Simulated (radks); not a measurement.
# Ionisation of Ne²⁺: one atom, several choices of relativity

The task here is to estimate one member of a computed series from the others.

The numbers are computed with radks (a radial shooting solver on a logarithmic mesh, Libxc functionals) version 1 (Kohn-Sham, LDA (Slater exchange, Perdew-Wang correlation), spin-unpolarised, spherical densities), except any that are marked as measured or tabulated.

## What is computed

| Property | Result |
| --- | --- |
| element | neon (Z = 10) |
| charge | +2 |
| electrons | 8 |
| configuration | [He] 2s2 2p4 |
| ion | Ne³⁺, [He] 2s2 2p3 |
| choices | non-relativistic; scalar-relativistic; Dirac, 2j+1 shares; Dirac, low j first; scalar-relativistic, finite nucleus; Dirac, 2j+1 shares, finite nucleus; Dirac, c × 10; Dirac, c × 1.25; Dirac, c × 3 |

Set-up of the first run:

The run's settings:

```text
Z 10
configuration [He] 2s2 2p4 3s0 3p0
relativity non-relativistic
functional lda,pw
spin unpolarised
nucleus point
```

Steps of the session up to this table: non-relativistic: Ne²⁺.

One of the session's tables, all rows but one given; the rest of the session is left out.

It belongs to the step «non-relativistic: Ne²⁺». Radial density 4πr²ρ:

| r (bohr) | 4πr²ρ (e/bohr) |
| --- | --- |
| 0.00566 | 0.2225 |
| 0.00817 | 0.4418 |
| 0.0117 | 0.8456 |
| 0.0169 | 1.591 |
| 0.0243 | 2.824 |
| 0.0350 | 4.758 |
| 0.0506 | 7.296 |
| 0.0726 | 9.739 |
| 0.105 | 10.87 |
| 0.150 | 9.526 |
| 0.217 | 6.504 |
| 0.311 | 4.935 |
| 0.450 | 6.108 |
| 0.650 | ? |
| 0.931 | 4.970 |
| 1.35 | 1.848 |
| 1.93 | 0.3163 |
| 2.79 | 0.01743 |

Estimate the missing values for r (bohr) = 0.650.

Worked estimate for «4πr²ρ (e/bohr)». A straight line through the neighbours (0.450, 6.108) and (0.931, 4.970) gives 6.108 + (4.970 − 6.108) × (0.650 − 0.450) / (0.931 − 0.450) = 5.635; a parabola fitted to 4 rows on both sides gives 5.914.

The run gave: 4πr²ρ (e/bohr): 7.005. In «4πr²ρ (e/bohr)» the line misses by -1.370 and the parabola by -1.091. Between these rows the values bend or scatter more than so simple an estimate can follow.

To keep in mind: Spin polarisation and multiplet splitting of open shells are left out at every level.
